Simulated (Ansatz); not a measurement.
# NaTl: stress in a strained cell

Aim: deform NaTl (zz strain of +2 %) and compute stress, forces and field gradients with LAPW, PAW and all-electron datasets made for the crystal.

Program: Ansatz 0.2.0. Level of theory: DFT PBEsol, scalar-relativistic. These are calculated values, not measurements.

## 1. Starting point

Symmetry: Fd-3m, No. 227, cubic system. The conventional cell has a = 7.471 Å, b = 7.471 Å, c = 7.471 Å, α = 90.00°, β = 90.00°, γ = 90.00°. Na (site symmetry -43m) is surrounded by 4 Na at 3.23 Å and 4 Tl at 3.23 Å. Around Tl (site symmetry -43m) lie 4 Na at 3.23 Å and 4 Tl at 3.23 Å.

Structure file:

```cif
data_structure
_symmetry_space_group_name_H-M 'P 1'
_symmetry_Int_Tables_number 1
_cell_length_a 5.2825
_cell_length_b 5.2825
_cell_length_c 5.2825
_cell_angle_alpha 60.000
_cell_angle_beta 60.000
_cell_angle_gamma 60.000
_cell_volume 104.23
loop_
_atom_site_label
_atom_site_type_symbol
_atom_site_fract_x
_atom_site_fract_y
_atom_site_fract_z
_atom_site_occupancy
Na1 Na 0.50000 0.50000 0.50000 1
Na2 Na 0.75000 0.75000 0.75000 1
Tl1 Tl 0.00000 0.00000 0.00000 1
Tl2 Tl 0.25000 0.25000 0.25000 1
```

Atoms are numbered in the order of the input: Na1, Na2, Tl3, Tl4.

## 2. The deformed structure

Space group Fd-3m before, I4_1/amd after.

## 3. LAPW, all electrons

File input.yaml:

```yaml
crystal:
  lattice:
    - [0.0, 3.7353, 3.810006]
    - [3.7353, 0.0, 3.810006]
    - [3.7353, 3.7353, 0.0]
  atoms:
    - { symbol: Na, position: [0.5, 0.5, 0.5] }
    - { symbol: Na, position: [0.75, 0.75, 0.75] }
    - { symbol: Tl, position: [0.0, 0.0, 0.0] }
    - { symbol: Tl, position: [0.25, 0.25, 0.25] }
kpoints:
  mp_grid: { grid: [10, 10, 10] }
  band_path:
    path:
      - [0.0, 0.0, 0.0]
      - [0.0, 0.5, 0.5]
      - [0.25, 0.75, 0.5]
      - [0.0, 0.5, 0.0]
      - [0.0, 0.0, 0.0]
      - [0.5, 0.5, 0.0]
      - [0.3701460977, 0.6298539023, 0.0]
      - [-0.3701460977, 0.3701460977, 0.0]
      - [0.0, 0.0, 0.0]
    npoints: 5
scf:
  occupations: { method: fermi_dirac, width: 0.05 }
hamiltonian:
  xc: pbesol
  pseudopotentials: { kind: all_electron, lapw: { basis_error: 0.001 } }
output:
  forces: true
  stress: true
  eigenvalues: true
```

On the command line:

```bash
ansatz run input.yaml --threads 1 --pin off --max-ram 4096MiB --backend cpu --events-out ev --progress --plain --runs-dir out
```

## 4. PAW with frozen cores

File input.yaml:

```yaml
crystal:
  lattice:
    - [0.0, 3.7353, 3.810006]
    - [3.7353, 0.0, 3.810006]
    - [3.7353, 3.7353, 0.0]
  atoms:
    - { symbol: Na, position: [0.5, 0.5, 0.5] }
    - { symbol: Na, position: [0.75, 0.75, 0.75] }
    - { symbol: Tl, position: [0.0, 0.0, 0.0] }
    - { symbol: Tl, position: [0.25, 0.25, 0.25] }
kpoints:
  mp_grid: { grid: [10, 10, 10] }
scf:
  occupations: { method: fermi_dirac, width: 0.05 }
hamiltonian:
  xc: pbesol
  pseudopotentials: { kind: paw }
output:
  forces: true
  stress: true
  eigenvalues: true
  efg: { contact_densities: true }
```

## 5. Datasets made for this crystal

input.yaml, as its differences from that of step 4:

```diff
@@ -16,3 +16,3 @@
   xc: pbesol
-  pseudopotentials: { kind: paw }
+  pseudopotentials: { kind: all_electron, datasets: crystal }
 output:
```

(Steps that only read results are left out.)

Before running it: what results should come out? Wanted: pressure; largest shear or deviatoric stress.

As calculated:

| quantity | value |
| --- | --- |
| pressure | LAPW -0.33, PAW -0.33, crystal datasets -0.34 GPa |
| largest shear or deviatoric stress (LAPW) | 0.06 GPa |

The largest part of the stress beyond the pressure is 0.06 GPa in size, in the zz component; the atoms are carried along and not relaxed. No run of the undeformed cell stands beside it, so pressure and stress hold what the given cell had before the change, as far as its symmetry allows. PAW: stress within 0.01 GPa of LAPW. Crystal datasets: stress within 0.01 GPa of LAPW. Spin-orbit coupling is left out, though the cell holds Tl; in elements this heavy it can shift bands and gaps by tenths of an eV.
